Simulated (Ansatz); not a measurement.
Working through an atomisation energy of AlBrHS, SMILES [SH][Al][Br]

Program: the Python package of Ansatz (0.2.0).

Run as a notebook:

In [1]:
```python
from collections import Counter

import ansatz as az
from ase import Atoms
```

In [2]:
```python
def total_energy(molecule, charge=0, unpaired=0):
    calc = molecule.calculation().basis(gaussian='cc-pVDZ').functional('PBE', dispersion='d3bj')
    if charge:
        calc = calc.charge(charge)
    if unpaired:
        calc = calc.spin('collinear', total=unpaired)
    report = calc.run(threads=1).report
    if report['published_state_doubts']:
        print('  doubts:', report['published_state_doubts'])
    return report['free_energy_ev']
```

In [3]:
```python
atoms = Atoms(['S', 'Al', 'Br', 'H'], positions=[
    (-0.0842, 1.1588, -0.9503),
    (-0.8326, -0.654, 0.1394),
    (0.6643, -2.4162, 0.5559),
    (0.3081, 1.8511, 0.2346),
])
albrhs = az.Crystal.molecule_from_ase(atoms)
```

In [4]:
```python
# unpaired electrons of the ground-state atoms
unpaired = {'S': 2, 'Al': 1, 'Br': 1, 'H': 1}
counts = Counter(site.symbol for site in albrhs.cartesian_sites)
atom_energy = {s: total_energy(az.Crystal.molecule().atom(s, (0, 0, 0)), 0, unpaired[s]) for s in counts}
whole = total_energy(albrhs, 0, 1)
for s, e in atom_energy.items():
    print(f'{s:2s} x{counts[s]}  {e:14.5f} eV')
print(f'AlBrHS: {whole:.5f} eV')
split = sum(counts[s] * e for s, e in atom_energy.items()) - whole
print(f'atomisation energy (no zero-point term): {23.060548 * split:.1f} kcal/mol, {split / sum(counts.values()):.3f} eV an atom')
```
```text
S  x1    -10828.23892 eV
Al x1     -6591.21556 eV
Br x1    -70033.74717 eV
H  x1       -13.56836 eV
AlBrHS: -87477.12462 eV
atomisation energy (no zero-point term): 238.8 kcal/mol, 2.589 eV an atom
```

238.8 kcal/mol from the electronic energies, without the zero-point term.

Caveats:
- The settings weren't tested for convergence.
- The geometry is a force-field or estimated start, not a minimum of this method, and the basis set is short of its limit. All parts are taken at fixed geometry, without zero-point energy.
- The run takes the species as open-shell (spin multiplicity 2), which needn't be its ground state.
- For Al to Cl the sets with a tight d function, cc-pV(X+d)Z, are usual.
- This functional overbinds, so such energies come out a few per cent too high (LDA far more).
- The spin-orbit lowering of heavy atoms is left out.
- Finished in 4.1 s on 1 thread of Arm Neoverse V2 (shared host), peak memory 0.21 GiB.
